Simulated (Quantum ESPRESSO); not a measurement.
# BeC (R-3m) in Quantum ESPRESSO: reference runs

How does BeC come out in PBE? The cell is run as given.

Everything below comes from runs of Quantum ESPRESSO 7.5. Logs are shortened: lines on timing, memory, paths and dates and some standing lists are left out, and cuts for length are marked.

### Step 1. Starting point

It takes space group R-3m (No. 166, trigonal). The conventional cell has a = 2.340 Å, b = 2.340 Å, c = 11.521 Å, α = 90.00°, β = 90.00°, γ = 120.00°. Around Be (site symmetry -3m) lie 6 Be at 2.34 Å and 6 C at 2.35 Å. Around C (site symmetry -3m) lie 6 C at 2.34 Å and 6 Be at 2.35 Å.

The cell was built by a generator and needn't be a form met in nature.

### Step 2. Single point, PBE

File pw.in:

```
&CONTROL
  calculation = 'scf'
  prefix = 'pwscf'
  outdir = './tmp'
  pseudo_dir = './pseudo'
  tprnfor = .true.
  tstress = .true.
  disk_io = 'nowf'
/
&SYSTEM
  ibrav = 0
  nat = 2
  ntyp = 2
  ecutwfc = 55
  ecutrho = 440
  nbnd = 9
  occupations = 'smearing'
  smearing = 'fd'
  degauss = 0.00367493
/
&ELECTRONS
  conv_thr = 4d-10
  electron_maxstep = 120
  mixing_beta = 0.5
/
ATOMIC_SPECIES
Be     9.0122 be_pbe_v1.4.uspp.F.UPF
C     12.0110 C.pbe-n-kjpaw_psl.1.0.0.UPF
CELL_PARAMETERS angstrom
   1.1700339400    0.6755194100    3.8403490800
  -1.1700339400    0.6755194100    3.8403490800
   0.0000000000   -1.3510388300    3.8403490800
ATOMIC_POSITIONS crystal
Be     0.0000000000    0.0000000000    0.0000000000
C      0.5000000000    0.5000000000    0.5000000000
K_POINTS automatic
13 13 13 0 0 0
```

Potentials or basis: SSSP 1.3 efficiency PBE.

Started as:

```
> OMP_NUM_THREADS=1 pw.x -in pw.in > pw.out
```

pw.out:

```text
This program is part of the open-source Quantum ESPRESSO suite
     for quantum simulation of materials; please cite
         "P. Giannozzi et al., J. Phys.:Condens. Matter 21 395502 (2009);
         "P. Giannozzi et al., J. Phys.:Condens. Matter 29 465901 (2017);
         "P. Giannozzi et al., J. Chem. Phys. 152 154105 (2020);
     in publications or presentations arising from this work. More details at

     file C.pbe-n-kjpaw_psl.1.0.0.UPF: wavefunction(s)  2S 2P renormalized
     Message from routine setup:
     using ibrav=0 with symmetry is DISCOURAGED, use correct ibrav instead

     G-vector sticks info
     --------------------
     sticks:   dense  smooth     PW     G-vecs:    dense   smooth      PW
     Sum        1139     577    207                19165     6809    1479

     Using Slab Decomposition

     bravais-lattice index     =            0
     lattice parameter (alat)  =       7.6932  a.u.
     unit-cell volume          =     122.9008 (a.u.)^3
     number of atoms/cell      =            2
     number of atomic types    =            2
     number of electrons       =         8.00
     number of Kohn-Sham states=            9
     kinetic-energy cutoff     =      55.0000  Ry
     charge density cutoff     =     440.0000  Ry
     scf convergence threshold =      4.0E-10
     mixing beta               =       0.5000
     number of iterations used =            8  plain     mixing
     Exchange-correlation= SLA  PW   PBX  PBC
                           (   1   4   3   4   0   0   0)

     celldm(1)=   7.693202  celldm(2)=   0.000000  celldm(3)=   0.000000
     celldm(4)=   0.000000  celldm(5)=   0.000000  celldm(6)=   0.000000

     crystal axes: (cart. coord. in units of alat)
               a(1) = (   0.287402   0.165932   0.943327 )
               a(2) = (  -0.287402   0.165932   0.943327 )
               a(3) = (   0.000000  -0.331864   0.943327 )

     reciprocal axes: (cart. coord. in units 2 pi/alat)
               b(1) = (  1.739722  1.004429  0.353359 )
               b(2) = ( -1.739722  1.004429  0.353359 )
               b(3) = (  0.000000 -2.008858  0.353359 )

     PseudoPot. # 1 for Be read from file:
     be_pbe_v1.4.uspp.F.UPF
     Pseudo is Ultrasoft, Zval =  4.0
     Generated by new atomic code, or converted to UPF format
     Using radial grid of  769 points,  6 beta functions with:
                l(1) =   0
                l(2) =   0
                l(3) =   0
                l(4) =   1
                l(5) =   1
                l(6) =   2
     Q(r) pseudized with 10 coefficients,  rinner =    1.000   1.000   1.000
                                                       1.000   1.000

     PseudoPot. # 2 for C  read from file:
     C.pbe-n-kjpaw_psl.1.0.0.UPF
     Pseudo is Projector augmented-wave + core cor, Zval =  4.0
     Generated using "atomic" code by A. Dal Corso  v.5.1
     Shape of augmentation charge: PSQ
     Using radial grid of 1073 points,  4 beta functions with:
                l(1) =   0
                l(2) =   0
                l(3) =   1
                l(4) =   1
     Q(r) pseudized with 0 coefficients

     atomic species   valence    mass     pseudopotential
     Be                4.00     9.01220     Be( 1.00)
     C                 4.00    12.01100     C ( 1.00)

     12 Sym. Ops., with inversion, found

   Cartesian axes

     site n.     atom                  positions (alat units)
         1        Be     tau(   1) = (   0.0000000   0.0000000   0.0000000  )
         2        C      tau(   2) = (   0.0000000  -0.0000000   1.4149911  )

     number of k points=   231  Fermi-Dirac smearing, width (Ry)=  0.0037

     Number of k-points >= 100: set verbosity='high' to print them.

     Dense  grid:    19165 G-vectors     FFT dimensions: (  54,  54,  54)

     Smooth grid:     6809 G-vectors     FFT dimensions: (  40,  40,  40)

     Check: negative core charge=   -0.000001

     Initial potential from superposition of free atoms

     starting charge       7.9998, renormalised to       8.0000
     Starting wfcs are    9 randomized atomic wfcs

     Self-consistent Calculation

     iteration #  1     ecut=    55.00 Ry     beta= 0.50
     Davidson diagonalization with overlap
     ethr =  1.00E-02,  avg # of iterations =  2.1

     Threshold (ethr) on eigenvalues was too large:
     Diagonalizing with lowered threshold

     Davidson diagonalization with overlap
     ethr =  7.13E-05,  avg # of iterations =  2.1

     total energy              =     -46.39019558 Ry
     estimated scf accuracy    <       0.00571078 Ry

     iteration #  2     ecut=    55.00 Ry     beta= 0.50
     Davidson diagonalization with overlap
     ethr =  7.14E-05,  avg # of iterations =  1.0

     total energy              =     -46.39019017 Ry
     estimated scf accuracy    <       0.00120314 Ry

     iteration #  3     ecut=    55.00 Ry     beta= 0.50
     Davidson diagonalization with overlap
     ethr =  1.50E-05,  avg # of iterations =  1.0

     total energy              =     -46.39023524 Ry
     estimated scf accuracy    <       0.00002905 Ry

     iteration #  4     ecut=    55.00 Ry     beta= 0.50
     Davidson diagonalization with overlap
     ethr =  3.63E-07,  avg # of iterations =  1.3

     total energy              =     -46.39024126 Ry
     estimated scf accuracy    <       0.00000373 Ry

     iteration #  5     ecut=    55.00 Ry     beta= 0.50
     Davidson diagonalization with overlap
     ethr =  4.66E-08,  avg # of iterations =  1.0

     total energy              =     -46.39024152 Ry
     estimated scf accuracy    <       0.00000004 Ry

     iteration #  6     ecut=    55.00 Ry     beta= 0.50
     Davidson diagonalization with overlap
     ethr =  5.18E-10,  avg # of iterations =  2.2

     total energy              =     -46.39024153 Ry
     estimated scf accuracy    <          3.0E-09 Ry

     iteration #  7     ecut=    55.00 Ry     beta= 0.50
     Davidson diagonalization with overlap
     ethr =  3.75E-11,  avg # of iterations =  2.1

     End of self-consistent calculation

     Number of k-points >= 100: set verbosity='high' to print the bands.

     the Fermi energy is     7.3893 ev

!    total energy              =     -46.39024153 Ry
     estimated scf accuracy    <          1.3E-10 Ry
     smearing contrib. (-TS)   =      -0.00027433 Ry
     internal energy E=F+TS    =     -46.38996721 Ry

     The total energy is F=E-TS. E is the sum of the following terms:
     one-electron contribution =     -12.81452405 Ry
     hartree contribution      =       5.30427172 Ry
     xc contribution           =      -9.26563392 Ry
     ewald contribution        =     -23.42141618 Ry
     one-center paw contrib.   =      -6.19266478 Ry

     convergence has been achieved in   7 iterations

     Forces acting on atoms (cartesian axes, Ry/au):

     atom    1 type  1   force =     0.00000000    0.00000000    0.00000000
     atom    2 type  2   force =     0.00000000    0.00000000    0.00000000

     Total force =     0.000000     Total SCF correction =     0.000000

     Computing stress (Cartesian axis) and pressure

          total   stress  (Ry/bohr**3)                   (kbar)     P=     -257.86
  -0.00092373  -0.00000000   0.00000000         -135.89       -0.00        0.00
   0.00000000  -0.00092373  -0.00000000            0.00     -135.89       -0.00
   0.00000000  -0.00000000  -0.00341130            0.00       -0.00     -501.82

=------------------------------------------------------------------------------=
   JOB DONE.
=------------------------------------------------------------------------------=
```

Run time: 32 s. Hardware: 1 thread of AMD EPYC 7R43 (Zen 3), shared host; peak memory 0.11 GiB.

What came out:

```
Free energy            : -631.1714 eV
Pressure               : -25.8 GPa
Band gap on the k mesh : none (metal or under the smearing width)
```

Levels at points of the mesh, in eV from the Fermi level:
```csv
k point,band 2,band 3,band 4,band 5,band 6,band 7,band 8
"(0.00, 0.00, 0.00)",-14.59,-5.74,-3.21,5.86,5.86,11.37,16.53
```

Caveat: so large a pressure means that the cell lies far from this level's equilibrium, or that cutoff or potentials fall short.
